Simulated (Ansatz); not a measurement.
**CHBrSe: basis-set convergence**

Aim: see how fast density functionals converge with the basis set for CHBrSe.

The runs use Ansatz 0.2.0, Gaussian basis; one geometry, several basis sets.

Plan: PBE0-D4/def2-SVP; ωB97M-V/def2-SVP; PBE0-D4/def2-QZVPP; ωB97M-V/def2-QZVPP; the functionals' def2-TZVPP values are taken from earlier runs.

**1. The relaxed structure**

The geometry comes from an earlier relaxation with PBE0-D4 in a triple-zeta def2 set; it is a stationary point.

SMILES `[Se]=CBr`, 4 atoms, charge 0, spin multiplicity 1.

Atoms are counted from 1 here; the program's logs count them from 0.

Bond lengths: Se1–C2 1.736 Å, C2–Br3 1.876 Å, C2–H4 1.086 Å. Angles: Se1–C2–Br3 126.8°, Se1–C2–H4 123.3°, Br3–C2–H4 110.0°.

As a file:

```mol
CHBrSe
  3D, bonds by distance, orders not assigned

  4  3  0  0  0  0  0  0  0  0999 V2000
    0.8783   -0.7649    1.3029 Se  0  0
   -0.0556   -0.1454   -0.0229 C   0  0
    0.0182    1.5884   -0.7349 Br  0  0
   -0.7854   -0.7384   -0.5654 H   0  0
  1  2  8  0
  2  3  8  0
  2  4  8  0
M  END
```

**2. PBE0-D4 in def2-SVP**

in.yaml reads:

```yaml
crystal:
  periodic: [false, false, false]
  atoms:
    - {symbol: Se, position_ang: [0.878319, -0.764891, 1.302871]}
    - {symbol: C, position_ang: [-0.055596, -0.145447, -0.022906]}
    - {symbol: Br, position_ang: [0.018232, 1.588393, -0.734879]}
    - {symbol: H, position_ang: [-0.785355, -0.738354, -0.565385]}
basis:
  gaussian: {orbitals: def2-SVP}
hamiltonian: {xc: pbe0, dispersion: d4}
output: {orbitals: {seedname: orbitals}}
```

Launch:

```sh
ansatz run in.yaml --threads 2 --pin off --events-out ev --progress --plain --max-ram 4352MiB
```

After this run come: ωB97M-V in def2-SVP; PBE0-D4 in def2-QZVPP; ωB97M-V in def2-QZVPP.

Q: Predict the results of all the runs planned. Wanted: PBE0-D4: double and triple zeta above quadruple; ωB97M-V: double and triple zeta above quadruple.

The runs gave:

```
                                       quantity           value
PBE0-D4: double and triple zeta above quadruple  20.55, 2.86 eV
ωB97M-V: double and triple zeta above quadruple  20.43, 2.76 eV
```

PBE0-D4 gains 17.69 eV from double to triple zeta, then 2.86 eV more. These are total energies; as a rule much of such shifts cancels in differences, which this series doesn't test.
